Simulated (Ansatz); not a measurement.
**Zinc, simple cubic under BLYP: ground state and equation of state**

The plan for zinc in the simple cubic structure: relax it, solve it on a dense k-mesh, then scale the cell to 7 volumes from 88 to 112 % of the relaxed one and try a fit of the equation of state. Spin polarisation is left out. The k-meshes are 12×12×12 for the relaxation; 19×19×19 for the dense run; 13×13×13 for the volumes.

This is Zn in the simple cubic structure; at room conditions it is hcp.

Program: Ansatz 0.2.0. Level of theory: DFT BLYP, plane waves (420 eV) with PAW, scalar-relativistic; PBE-made PAW files. These are calculated values, not measurements.

### 1 The system as given

The structure is cubic, space group Pm-3m (No. 221). Conventional cell: a = 2.542 Å, b = 2.542 Å, c = 2.542 Å, α = 90.00°, β = 90.00°, γ = 90.00°. Around Zn (site symmetry m-3m) lie 6 Zn at 2.54 Å.

Coordinates:

```
Zn
1.0
     2.54208    0.00000    0.00000
     0.00000    2.54208    0.00000
     0.00000    0.00000    2.54208
Zn
1
Direct
  0.00000 0.00000 0.00000
```

### 2 Relaxing cell and atoms

File input.yaml:

```yaml
crystal:
  lattice:
    - [2.5420818099, 0.0, 0.0]
    - [0.0, 2.5420818099, 0.0]
    - [0.0, 0.0, 2.5420818099]
  atoms:
    - { symbol: Zn, position: [0.0, 0.0, 0.0] }
hamiltonian:
  xc: blyp
  pseudopotentials:
    kind: paw
    azcp:
      Zn: "pseudopotentials/Zn.paw.azcp"
basis:
  ecutwfc: 420
  fft_grid_basis: typed
kpoints:
  mp_grid: { grid: [12, 12, 12], shift: [0, 0, 0] }
magnetization:
  spin_polarized: false
scf:
  occupations: { method: fermi_dirac, width: 0.1 }
relax:
  max_steps: 60
  f_tol: 0.01
  cell: {}
```

After this run come: Single point on a dense mesh; Volume × 0.88; Volume × 0.92; Volume × 0.96; Volume × 1.0; Volume × 1.04; Volume × 1.08; Volume × 1.12.

**Question.** What will these runs give? Wanted: space group; conventional cell; volume; shortest distance; gap on the mesh; relative to hcp; V₀, B₀, B₀′.

**Answer**, as computed:

| quantity | value |
| --- | --- |
| space group (spins left aside) | Pm-3m (No. 221) |
| conventional cell | a = 2.728 Å |
| volume | 20.293 Å³/atom |
| shortest distance | 2.728 Å |
| gap on the mesh | none (levels filled in part) |
| relative to hcp | +79 meV/atom |
| V₀, B₀, B₀′ | 20.264 Å³/atom, 29 GPa, 6.1 |

What this shows: The relaxation enlarged the cell by 23.5 % in volume. It lies 79 meV/atom above the element's reference form at the same level (hcp, from a run of its own). No gap shows: it is a metal or semimetal at this level. The fitted modulus is 29 GPa. Relaxation kept the symmetry; phonons were not checked.
